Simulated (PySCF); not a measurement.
# TaOCl3: geometry, NMR shifts and electronic excitations

What NMR shifts and electronic excitations should TaOCl3 (`[O]=[Ta]([Cl])([Cl])[Cl]`) show?

Programs: PySCF 2.14.0, with density-fitted response routines of our own. Each step states its level of theory. These are calculated values for one molecule in the gas phase, unless marked as measured. Atoms are numbered from 0 throughout.

## Step 1: The molecule as given

5 atoms, charge 0, multiplicity 1; geometry from: GFN2-xTB.

Bonds of the start (Å): Ta0–O1 1.69, Ta0–Cl2 2.21, Ta0–Cl3 2.21, Ta0–Cl4 2.21.

## Step 2: Optimising the geometry at PBE0-D3(BJ)/def2-SVP

Job settings and geometry (Å):

```
{"job": {"xc": "PBE0", "basis": "def2-SVP", "d3": "d3bj", "grid": 1, "maxiter": 40, "kind": "geom"}, "charge": 0, "multiplicity": 1}
Ta     0.001900    -0.001580     0.185080
O      0.009150    -0.017210     1.878050
Cl     2.032800     0.011840    -0.697330
Cl    -1.024200     1.763550    -0.668980
Cl    -1.019650    -1.756600    -0.696810
```

**Question.** This job is followed by: GIAO PBE0/pcSseg-1 Ta:def2-TZVP NMR shielding, non-relativistic, gas phase; TDDFT B3LYP/def2-SVPD, vertical, gas phase, core orbitals frozen in the response; GIAO wB97X-D/pcSseg-1 Ta:def2-TZVP NMR shielding, non-relativistic, gas phase. Predict these results of the whole session: point group; rotational constants (main isotopes); 17O shifts against H2O (PBE0/def2-TZVP+pcSseg-1); 35Cl shifts against HCl (PBE0/def2-TZVP+pcSseg-1, means over atoms taken as alike); lowest singlet (B3LYP/def2-SVPD); brightest single state of those computed; lowest triplet; range of the shift of Cl2.

As calculated:

| quantity | value |
| --- | --- |
| point group | Cs |
| rotational constants (main isotopes) | 1.50, 1.48, 1.00 GHz |
| 17O shifts against H2O (PBE0/def2-TZVP+pcSseg-1) | 957.5 ppm |
| 35Cl shifts against HCl (PBE0/def2-TZVP+pcSseg-1, means over atoms taken as alike) | 453 ppm |
| lowest singlet (B3LYP/def2-SVPD) | 5.12 eV (242 nm), f = 0.000 |
| brightest single state of those computed | state 7, 5.66 eV, f = 0.034 |
| lowest triplet | 5.00 eV |
| range of the shift of Cl2 | 421 to 453 ppm |

In words: Over 15 steps the energy fell by 0.317 eV; of the close pairs, Ta0–Cl3 changed most, 2.213 to 2.293 Å. No frequency check was run at this level, so the end point may be a saddle. At PBE0/def2-TZVP+pcSseg-1: The largest span, 1143 ppm, is at O1, where the paramagnetic term is -1013 ppm. The lowest singlet, at 5.12 eV, is HOMO−1→LUMO 0.47, HOMO→LUMO+1 0.42 and is dark; of the 10 states computed, the strongest absorption comes from states 7 to 8 together at 5.66 eV. The lowest triplet lies 0.12 eV below the lowest singlet (triplets in Tamm-Dancoff, singlets in full TDDFT). Spin-orbit coupling, left out, mixes singlets and triplets in elements this heavy. Across the 2 runs the shift of Cl2 (with its like atoms) moves most, between 421 (wB97X-D/def2-TZVP+pcSseg-1) and 453 ppm (PBE0/def2-TZVP+pcSseg-1). Spin-orbit coupling is left out, which matters for shieldings and couplings at and beside the heavy atoms.
